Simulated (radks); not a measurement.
# Pm¹⁹⁺ in [Kr] 4d6: an all-electron calculation

An exercise on one series of results from a longer session: the logs are not shown, and one member is left open.

Program: radks (a radial shooting solver on a logarithmic mesh, Libxc functionals) version 1. Level of theory: Dirac Kohn-Sham, BLYP, spin-unpolarised, spherical densities, finite nucleus; open shells are shared between the two j in proportion to 2j + 1. These are calculated values, not measurements, unless marked.

## The system

```
element            : promethium (Z = 61)
charge             : +19
electrons          : 42
configuration      : [Kr] 4d6
nuclear rms radius : 4.962 fm
```

Outer shells as boxes (Hund's rule):

Pm¹⁹⁺
```
[Kr] core
4d [↑↓][↑ ][↑ ][↑ ][↑ ]
```

Set-up of the first run:

Input:

```text
Z 61
configuration [Kr] 4d6 5s0 5p0
relativity Dirac
functional b88,lyp
spin unpolarised
j_filling average
nucleus finite rms 4.962 fm
c 137.035999084
```

Started as:

```
python run_ks.py task.json out
```

This one command runs every case of the session in turn.

One of the session's tables, all rows but one given; the rest of the session is left out.

It belongs to the step «Orbitals and density». From the orbitals of this run (lengths in bohr):

```
level      <r>  outermost maximum (interpolated)  90 % within  nodes
1s1/2  0.02318                            0.0148       0.0419      0
2s1/2        ?                                 ?            ?      ?
2p1/2  0.08242                            0.0637        0.136      0
2p3/2  0.08894                            0.0692        0.144      0
3s1/2   0.2593                             0.238        0.381      2
3p1/2   0.2489                             0.225        0.374      1
3p3/2   0.2612                             0.237        0.391      1
3d3/2   0.2325                             0.189        0.363      0
3d5/2   0.2364                             0.193        0.368      0
4s1/2   0.5648                             0.539        0.804      3
4p1/2   0.5719                             0.542        0.823      2
4p3/2   0.5940                             0.564        0.853      2
4d3/2   0.6064                             0.564        0.890      1
4d5/2   0.6130                             0.571        0.899      1
5s1/2    1.066                              1.06         1.48      4
5p1/2    1.100                              1.09         1.54      3
5p3/2    1.132                              1.13         1.58      3
```

Q: Estimate the row for 2s1/2 from the others.

**Answer.** <r>: 0.09844; outermost maximum (interpolated): 0.0840; 90 % within: 0.153; nodes: 1. In the column «<r>» it lies between 2p3/2 (0.08894) and 3d3/2 (0.2325).

Limits of these values: Spin polarisation and multiplet splitting are left out.
